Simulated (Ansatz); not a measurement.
Runs of Ansatz 0.2.0 on Ni. The cell holds a sheet with vacuum, 1 atom: a = 2.259 Å, b = 2.259 Å, c = 23.800 Å, α = 90.00°, β = 90.00°, γ = 90.00°. The cell was built by a generator and needn't be a form met in nature.

| task | level | cell | cutoff (eV) | basis error allowed | gap on the mesh (eV) | moment (μB) | work function (eV) |
| --- | --- | --- | --- | --- | --- | --- | --- |
| projected density of states | PBE | as given | 361 | 0.002 eV/atom | - | 0.88 | (a) |
| single point | PBE | as given | 389 | 0.001 eV/atom | none | 0.88 | - |
| single point | LDA | as given | 360 | 0.002 eV/atom | none | 0.85 | 5.62 |
| relaxation of the atoms | PBE | atoms relaxed | - | 0.002 eV/atom | - | 0.88 | - |
| single point | PBEsol | as given | 360 | 0.002 eV/atom | none | 0.88 | 5.37 |

Alike in all rows: potentials or basis all-electron LAPW, scalar-relativistic; spin collinear, ferromagnetic start; k mesh 12 × 12 × 1; smearing fermi-dirac 0.05 eV.

Fill in the values left out.

(a) 5.25.

A k mesh can miss the band edges.

A gap of «none» marks a metal or a gap under the smearing width.

Not every run made on this cell is shown here.
